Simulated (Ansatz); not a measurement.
# GeH3 (quartet): wave-function methods side by side, 6-31G

Aim: climb from Hartree-Fock through coupled cluster and multireference methods for GeH3 (quartet) at one geometry and basis, and see what each rung misses.

Method: 6-31G, core rule «outside noble gas», up to 14 orbitals frozen; program: Ansatz 0.2.0, Gaussian basis.

Plan: UHF; CCSD(T) on ROHF; CCSD(T) on UHF; BCCD(T) on ROHF; CISD; CCSDT(Q) on ROHF; CCSDT(Q) on UHF; CISDTQ; CCSDTQ on ROHF; CASSCF and MRCISD+Q, 7 electrons in 7 orbitals; CASSCF and NEVPT2, 7 electrons in 7 orbitals; Full CI.

19 further runs of the same task are left out: 11 that didn't finish, 8 set aside as unsound or not needed.

## (1) What is computed

The geometry is a PBE0/def2-TZVP stationary point (not a proven minimum) of the parent state, kept for this charge and spin. No spin-orbit coupling is included. The filled d shell of Ge may be among the frozen orbitals whatever the setting's name suggests; the logs give the count.

4 atoms, charge 0, spin multiplicity 4.

Atoms are counted from 1 here; the program's logs count them from 0.

Bond lengths: Ge1–H2 1.539 Å, Ge1–H3 1.539 Å, Ge1–H4 1.539 Å. Angles: H2–Ge1–H3 111.2°, H2–Ge1–H4 111.2°, H3–Ge1–H4 111.2°.

## (2) UHF

in.yaml reads:

```yaml
crystal:
  periodic: [false, false, false]
  atoms:
    - {symbol: Ge, position_ang: [0.000034, -0.000003, -0.018730]}
    - {symbol: H, position_ang: [1.465006, 0.016889, 0.452573]}
    - {symbol: H, position_ang: [-0.748285, 1.261093, 0.448403]}
    - {symbol: H, position_ang: [-0.719150, -1.277779, 0.448837]}
basis:
  gaussian: {orbitals: 6-31G}
magnetization: {spin_polarized: true, initial_magnetization: 3}
hamiltonian: {xc: hf}
output: {orbitals: {seedname: orbitals}}
```

Command:

```sh
$ ansatz run in.yaml --threads 1 --pin off --events-out ev --progress --plain --max-ram 2393MiB
```

The runs that follow: CCSD(T) on ROHF; CCSD(T) on UHF; BCCD(T) on ROHF; CISD; CCSDT(Q) on ROHF; CCSDT(Q) on UHF; CISDTQ; CCSDTQ on ROHF; CASSCF and MRCISD+Q, 7 electrons in 7 orbitals; CASSCF and NEVPT2, 7 electrons in 7 orbitals; Full CI.

Before running them: what should the planned runs give, taken together? Wanted: FCI below the RHF energy; RMP2 from FCI; UMP2 from FCI; RCCSD from FCI; RCCSD(T) from FCI; UCCSD(T) from FCI; RCCSDT(Q) from FCI; UCCSDT(Q) from FCI; T1 diagnostic.

As calculated:

```
                         quantity                                                    value
         FCI below the RHF energy                                               -1.7376 eV
                    RMP2 from FCI                                               +592.6 meV
                    UMP2 from FCI                                               +586.6 meV
                   RCCSD from FCI                                                +78.1 meV
                RCCSD(T) from FCI                                                +45.7 meV
                UCCSD(T) from FCI                                                +42.2 meV
               RCCSDT(Q) from FCI                                                 +2.0 meV
               UCCSDT(Q) from FCI                                                 -1.6 meV
levels within 1 kcal/mol (43 meV)  UCCSD(T), RCCSDT, UCCSDT, RCCSDT(Q), UCCSDT(Q), RCCSDTQ
                    T1 diagnostic                                                    0.025
   effectively unpaired electrons                                                     3.16
```

What this shows: RCCSD(T) misses by +45.7 meV, 2.6 % of the correlation energy. One determinant dominates. These misses are within one basis, not against nature; the frozen cores of restricted and unrestricted runs differ, which can shift their rows.
